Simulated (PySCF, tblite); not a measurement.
**C₅H₉OS radical: geometry, infrared bands and EPR parameters**

Wanted: the infrared bands and EPR parameters of C₅H₉OS radical (`CO/[C]=C\CCS`), by calculation.

The runs use tblite 0.8.0 and PySCF 2.14.0, with density-fitted response routines of our own; the level of theory stands in each step. All values are computed, except where a source is named. Atoms are numbered from 0 throughout.

### Step 1. Starting geometry

16 atoms, charge 0, multiplicity 2; geometry from: force field or distance geometry start.

Bonds of the start (Å): C0–O1 1.44, O1–C2 1.33, C2–C3 1.30, C3–C4 1.52, C4–C5 1.53, C5–S6 1.82, C0–H7 1.10, C0–H8 1.09, C0–H9 1.10, C3–H10 1.08, C4–H11 1.09, C4–H12 1.10, C5–H13 1.09, C5–H14 1.09, S6–H15 1.33.

### Step 2. Relaxing the molecule with GFN2-xTB

The job: settings as JSON, then the geometry in Å.

```
{"job": {"kind": "relax", "xc": "GFN2-xTB", "basis": "xTB"}, "charge": 0, "multiplicity": 2}
C      2.394200     0.597800    -1.203400
O      1.488000     1.711000    -1.186700
C      0.364000     1.369700    -0.571400
C     -0.762000     1.060700     0.002900
C     -0.886200     0.050100     1.131800
C     -1.655500    -1.212900     0.724500
S     -0.719900    -2.265000    -0.432800
H      2.632700     0.272100    -0.182500
H      3.317700     0.918000    -1.685700
H      1.959900    -0.228500    -1.778800
H     -1.672900     1.547600    -0.318300
H      0.098300    -0.212700     1.528500
H     -1.433700     0.540500     1.953700
H     -2.608900    -0.959600     0.267500
H     -1.858900    -1.799200     1.624600
H     -0.664600    -1.380500    -1.422400
```

The run is started by

```bash
$ OMP_NUM_THREADS=1 python probes_run.py task.json out
```

This one command runs all jobs of the session in turn.

Log:

```text
step      E/eV     max force
  0    -611.38573    1.512
  1    -611.43708    0.589
  2    -611.45652    0.857
  3    -611.47670    0.861
  4    -611.50047    0.498
  5    -611.52647    0.424
  6    -611.54386    0.533
  7    -611.56646    0.348
  8    -611.57674    0.278
  9    -611.58760    0.260
 10    -611.59282    0.264
 11    -611.59731    0.184
 12    -611.60159    0.190
 13    -611.60736    0.208
 14    -611.61332    0.219
 15    -611.61881    0.203
 16    -611.62443    0.198
 17    -611.63124    0.230
 18    -611.63988    0.248
 19    -611.64844    0.212
 20    -611.65657    0.229
 21    -611.66468    0.224
 22    -611.67347    0.229
 23    -611.68055    0.203
 24    -611.68649    0.241
 25    -611.69222    0.184
 26    -611.69737    0.181
 27    -611.70088    0.166
 28    -611.70465    0.150
 29    -611.70959    0.227
 30    -611.71548    0.247
 31    -611.72016    0.173
 32    -611.72258    0.115
 33    -611.72416    0.112
 34    -611.72585    0.139
 35    -611.72743    0.116
 36    -611.72843    0.063
 37    -611.72895    0.068
 38    -611.72939    0.062
 39    -611.73002    0.070
 40    -611.73087    0.080
 41    -611.73176    0.065
 42    -611.73252    0.071
 43    -611.73323    0.078
 44    -611.73402    0.078
 45    -611.73484    0.078
 46    -611.73555    0.058
 47    -611.73617    0.069
 48    -611.73687    0.069
 49    -611.73778    0.070
 50    -611.73883    0.086
 51    -611.73974    0.077
 52    -611.74048    0.064
 53    -611.74118    0.066
 54    -611.74192    0.066
 55    -611.74272    0.062
 56    -611.74346    0.068
 57    -611.74407    0.062
 58    -611.74467    0.057
 59    -611.74536    0.062
 60    -611.74610    0.068
 61    -611.74666    0.050
 62    -611.74697    0.041
 63    -611.74715    0.042
 64    -611.74738    0.045
 65    -611.74770    0.042
 66    -611.74795    0.038
 67    -611.74815    0.033
 68    -611.74833    0.033
 69    -611.74855    0.030
 70    -611.74876    0.034
 71    -611.74896    0.034
 72    -611.74915    0.031
 73    -611.74940    0.042
 74    -611.74970    0.044
 75    -611.74997    0.035
 76    -611.75016    0.027
 77    -611.75030    0.027
 78    -611.75045    0.035
 79    -611.75065    0.044
 80    -611.75083    0.034
 81    -611.75098    0.031
 82    -611.75114    0.034
 83    -611.75137    0.039
 84    -611.75168    0.051
 85    -611.75204    0.044
 86    -611.75236    0.039
 87    -611.75258    0.030
 88    -611.75273    0.033
 89    -611.75284    0.023
 90    -611.75292    0.023
 91    -611.75299    0.023
 92    -611.75305    0.025
 93    -611.75312    0.021
 94    -611.75317    0.020
 95    -611.75321    0.017
 96    -611.75327    0.026
 97    -611.75336    0.031
 98    -611.75349    0.032
 99    -611.75368    0.049
100    -611.75394    0.057
101    -611.75432    0.057
102    -611.75476    0.073
103    -611.75493    0.064
104    -611.75512    0.043
105    -611.75528    0.021
106    -611.75532    0.017
107    -611.75537    0.017
108    -611.75541    0.022
109    -611.75543    0.009
```

It took 0.72 s on 1 thread of Arm Neoverse V1, shared host; peak memory 0.17 GiB.

Relaxation path: (not every step is listed)

| step | energy from step 0 (eV) | largest force (eV/Å) |
| --- | --- | --- |
| 0 | 0.0000 | 1.5122 |
| 1 | -0.0514 | 0.5893 |
| 2 | -0.0708 | 0.8570 |
| 3 | -0.0910 | 0.8611 |
| 4 | -0.1147 | 0.4983 |
| 5 | -0.1407 | 0.4235 |
| 6 | -0.1581 | 0.5332 |
| 7 | -0.1807 | 0.3484 |
| 8 | -0.1910 | 0.2782 |
| 17 | -0.2455 | 0.2297 |
| 26 | -0.3116 | 0.1815 |
| 35 | -0.3417 | 0.1160 |
| 44 | -0.3483 | 0.0778 |
| 53 | -0.3555 | 0.0656 |
| 62 | -0.3612 | 0.0412 |
| 71 | -0.3632 | 0.0340 |
| 80 | -0.3651 | 0.0336 |
| 89 | -0.3671 | 0.0227 |
| 98 | -0.3678 | 0.0322 |
| 104 | -0.3694 | 0.0431 |
| 105 | -0.3696 | 0.0206 |
| 106 | -0.3696 | 0.0167 |
| 107 | -0.3696 | 0.0171 |
| 108 | -0.3697 | 0.0220 |
| 109 | -0.3697 | 0.0093 |

Close pairs (by a distance rule), those that changed most:

| bond | before (Å) | after (Å) | change (Å) |
| --- | --- | --- | --- |
| O1–C2 | 1.326 | 1.303 | -0.023 |
| C4–C5 | 1.534 | 1.524 | -0.010 |
| C4–H12 | 1.103 | 1.094 | -0.009 |
| C2–C3 | 1.301 | 1.309 | +0.007 |
| C5–S6 | 1.823 | 1.828 | +0.006 |
| C0–H9 | 1.097 | 1.091 | -0.006 |
| C0–H7 | 1.098 | 1.093 | -0.005 |
| S6–H15 | 1.328 | 1.333 | +0.005 |

The final coordinates are the input of the step that follows.

### Step 3. Vibrational analysis with GFN2-xTB

The job: settings as JSON, then the geometry in Å.

```
{"job": {"kind": "ir", "xc": "GFN2-xTB", "basis": "xTB"}, "charge": 0, "multiplicity": 2}
C      2.195050     0.435210    -0.871582
O      1.454160     1.656650    -0.992721
C      0.160661     1.672677    -0.837609
C     -0.816761     1.092956    -0.188681
C     -0.696014     0.124539     0.978505
C     -1.419371    -1.181657     0.674741
S     -0.689056    -2.073492    -0.744258
H      2.560223     0.334954     0.153742
H      3.041093     0.511276    -1.552895
H      1.581075    -0.428860    -1.130012
H     -1.835988     1.359889    -0.435803
H      0.351870    -0.076596     1.200456
H     -1.155762     0.571265     1.864972
H     -2.472303    -1.009466     0.449683
H     -1.339583    -1.874831     1.512270
H     -0.926893    -1.105569    -1.629357
```

Log:

```text
mode    cm-1     km/mol
  1      65.3      4.15
  2      88.2      8.74
  3     125.7      4.91
  4     138.3      0.19
  5     163.0      1.38
  6     231.9     28.22
  7     269.3     25.68
  8     282.7      5.14
  9     369.1      1.14
 10     473.8      4.81
 11     622.0      2.32
 12     676.7      0.43
 13     736.2     12.51
 14     777.2      6.97
 15     862.6      6.18
 16     906.6     24.25
 17     923.0      5.18
 18    1010.5     19.85
 19    1036.6      3.67
 20    1070.4     37.63
 21    1080.9     11.48
 22    1115.5      1.30
 23    1143.8     26.48
 24    1172.5      8.30
 25    1260.4     19.99
 26    1272.0     31.50
 27    1310.7     12.84
 28    1376.5      0.72
 29    1437.8      1.18
 30    1447.2      4.20
 31    1458.5      1.68
 32    1468.9     10.06
 33    1739.8    217.50
 34    2418.6     99.82
 35    2943.8     37.73
 36    2955.9     18.42
 37    2978.1     10.13
 38    2988.2      8.77
 39    2995.3     14.56
 40    3010.0     17.96
 41    3020.0     11.11
 42    3035.6     30.22
```

It took 0.54 s on 1 thread of Arm Neoverse V1, shared host; peak memory 0.17 GiB.

Which atoms move in the most intense modes:

| cm⁻¹ | km/mol | atoms |
| --- | --- | --- |
| 232 | 28.2 | H15 67 % |
| 1070 | 37.6 | H8 17 %, O1 14 %, C3 12 %, H10 11 % |
| 1144 | 26.5 | H9 22 %, O1 20 %, H8 20 %, C0 12 % |
| 1272 | 31.5 | H10 32 %, H11 16 %, C4 12 %, H13 12 % |
| 1740 | 217.5 | C2 59 %, C3 36 % |
| 2419 | 99.8 | H15 97 % |
| 2944 | 37.7 | H12 92 % |
| 3036 | 30.2 | H10 89 % |

### Step 4. g tensor and hyperfine couplings: B3LYP/pcH-1

Settings changed since step 3:

```diff
@@ -1,2 +1,2 @@
-{"job": {"kind": "ir", "xc": "GFN2-xTB", "basis": "xTB"}, "charge": 0, "multiplicity": 2}
+{"job": {"kind": "epr", "basis": "pcH-1"}, "charge": 0, "multiplicity": 2}
 C      2.195050     0.435210    -0.871582
```

Level: UKS B3LYP, pcH-1 on C H O S, non-relativistic, mean-field spin-orbit, GIAO.

Log:

```text
UKS, coarse grid
  cycle   1  E = -669.21217337  |g| = 3.89e-01
  cycle   2  E = -669.17502416  |g| = 5.11e-01
  cycle   3  E = -669.27015759  |g| = 9.58e-02
  cycle   4  E = -669.27342009  |g| = 3.05e-02
  cycle   5  E = -669.27383789  |g| = 1.16e-02
  cycle   6  E = -669.27389617  |g| = 7.27e-03
  cycle   7  E = -669.27393023  |g| = 2.02e-03
  cycle   8  E = -669.27393766  |g| = 1.12e-03
  cycle   9  E = -669.27394074  |g| = 5.22e-04
UKS, final grid
  cycle   1  E = -669.27388220  |g| = 5.95e-04
  cycle   2  E = -669.27388214  |g| = 8.09e-04
  cycle   3  E = -669.27388249  |g| = 1.15e-04
  cycle   4  E = -669.27388251  |g| = 9.62e-05
  cycle   5  E = -669.27388253  |g| = 5.62e-05
  cycle   6  E = -669.27388253  |g| = 9.28e-06
E = -669.27388253 Eh   <S^2> = 0.7562 (exact 0.7500)
g shifts (ppm)      1          2          3
  rmc          -199       -199       -199
  gc              2         33        -65
  oz_so        -741        -65       1257
  total        -938       -231        993
hyperfine (MHz)  atom isotope    a_iso     a_fc   dipolar eigenvalues
    0   13C      42.83      42.84     -6.39     -5.51     11.90
    1   17O    -152.57    -152.60    -34.62     17.01     17.60
    2   13C     412.21     412.32    -74.62    -56.99    131.61
    3   13C      54.96      54.98    -16.74     -2.73     19.48
    4   13C      63.21      63.23     -6.74     -6.19     12.92
    5   13C      -1.31      -1.31     -0.94     -0.81      1.75
    6   33S       0.85       0.85     -0.34      0.03      0.31
    7    1H      11.60      11.60     -4.17     -1.38      5.55
    8    1H      -5.19      -5.19     -4.30     -2.58      6.88
    9    1H      -3.61      -3.62     -4.92     -2.11      7.03
   10    1H      63.44      63.44     -8.67     -4.64     13.31
   11    1H      -4.81      -4.80     -5.05     -1.06      6.10
   12    1H      -9.92      -9.92     -3.74     -1.89      5.64
   13    1H      -0.14      -0.14     -1.37     -0.79      2.16
   14    1H       7.40       7.40     -1.18     -0.52      1.69
   15    1H       0.31       0.31     -2.04     -1.61      3.64
```

It took 100 s on 1 thread of Arm Neoverse V1, shared host; peak memory 0.97 GiB.

Principal g values 2.00138, 2.00209, 2.00331; g(iso) = 2.00226, against 2.00232 for a free electron.

Mean a(iso) over the nuclei that a row names, and the largest dipolar term of the row (other rows stand at the frozen geometry):

| nuclei | isotope | a(iso) (MHz) | a(iso) (G, at g = 2.0023) | largest dipolar term (MHz) |
| --- | --- | --- | --- | --- |
| C2 | 13C | 412.2 | 147.1 | 131.6 |
| O1 | 17O | -152.6 | -54.4 | -34.6 |
| H10 | 1H | 63.4 | 22.6 | 13.3 |
| C4 | 13C | 63.2 | 22.6 | 12.9 |
| C3 | 13C | 55.0 | 19.6 | 19.5 |
| C0 | 13C | 42.8 | 15.3 | 11.9 |
| H11, H12 | 1H | -7.4 | -2.6 | 6.1 |
| H13, H14 | 1H | 3.6 | 1.3 | 2.2 |
| C5 | 13C | -1.3 | -0.5 | 1.7 |
| H7, H8, H9 | 1H | 0.9 | 0.3 | 7.0 |
| S6 | 33S | 0.9 | 0.3 | -0.3 |
| H15 | 1H | 0.3 | 0.1 | 3.6 |

Mulliken spin populations:

C0 0.05; O1 0.06; C2 0.89; C3 -0.10; C4 0.06; C5 0.00; S6 0.00; H7 0.01; H8 0.00; H9 0.00; H10 0.02; H11 0.00; H12 0.00; H13 0.00; H14 0.00; H15 0.00

In first order the couplings over 0.8 MHz of 1H give 72 distinct lines over 31.5 G, if the averaged nuclei exchange fast; the same motion can average rows kept apart here too.

The fields below are evaluated on a grid from the run's orbitals.

ELF in a plane through or near 6 of the atoms.

Ten even steps from '0' (0.00) to '9' (1.00):
```
0000000000000000000000000000
0000000000000000000000000000
0000000000010000000000000000
0000000000255311100000000000
0000000000377435540000000000
0000001331478768871000000000
0000004775523838861000000000
0000004886832873620000000000
0000001587746866301699500000
0000111145202442116999810000
0002898634310000148999810000
0003999858971012466898400000
0001899549980274376210000000
0000264128930683627300000000
0000000002201891538620000000
0000000000003798799730000000
0000000000002588888630000000
0000000000000134554200000000
0000000000000001111000000000
0000000000000000000000000000
```
The map spans 11.9 Å across and 9.0 Å up, centred on the molecule. Atoms in the plane (x, y in Å): O1 (-2.2, 1.0), C2 (-1.0, 1.4), C3 (0.3, 1.2), S6 (1.1, -1.9), H9 (-1.6, -1.1), H13 (2.7, -0.1).

log10 of the density (e/Å³) in the same plane.

Ten even steps from '0' (-4.0) to '9' (1.9):
```
0000000000000000000000000000
0000000000111111000000000000
0000000001222222210000000000
0000000123344433332100000000
0000002334455555443210000000
0000023445566666543210000000
0000124566677777654321100000
0000134677788797654332210000
0001234677766666554544321000
0012344566655555555665421000
0012355666554445566665421000
0012456666654455666665321000
0012345555654566666543320000
0001233444544568976543210000
0000122333334567976543200000
0000011122233466665432100000
0000000001123455555432100000
0000000000012334443321000000
0000000000001123332210000000
0000000000000011111111000000
```
The map spans 11.9 Å across and 9.0 Å up, centred on the molecule. Atoms in the plane (x, y in Å): O1 (-2.2, 1.0), C2 (-1.0, 1.4), C3 (0.3, 1.2), S6 (1.1, -1.9), H9 (-1.6, -1.1), H13 (2.7, -0.1).

On the surface of density 0.002 e/bohr³ the electrostatic potential runs, from the 1st to the 99th percentile, from -1.05 V near O1 to 1.02 V near H7.

The spin density lies nearest to C2 69 %; O1 10 %; C3 7 % (both signs).

### Step 5. Results

| quantity | value |
| --- | --- |
| strongest single infrared mode (GFN2-xTB) | 1740 cm⁻¹, 218 km/mol |
| zero-point energy (GFN2-xTB) | 77.9 kcal/mol |
| g(iso) (B3LYP) | 2.00226 |
| ⟨S²⟩ | 0.756 (exact 0.75) |
| largest a(iso) (averaged by class) | 13C on C2, 412.2 MHz |
| potential on the surface of density 0.002 e/bohr³, 1st and 99th percentile | -1.05 V and 1.02 V |

**Reading.** Over 109 steps the energy fell by 0.370 eV; of the close pairs, O1–C2 changed most, 1.326 to 1.303 Å. All 42 modes are real, so the xTB geometry is a minimum. The strongest single mode, at 1740 cm⁻¹, moves mainly C2 and C3. GFN2-xTB is a fitted tight-binding method: band positions and strengths are rough. Its intensities can rank the bands wrongly. Most of the unpaired spin sits on C2 (0.89 e). The isotropic g lies 0.1 ppt below the free-electron value. These values are for one conformer; the search (at its own cheap level) found 2 more, at 0.64, 0.87 kcal/mol, and measured spectra average over such forms.
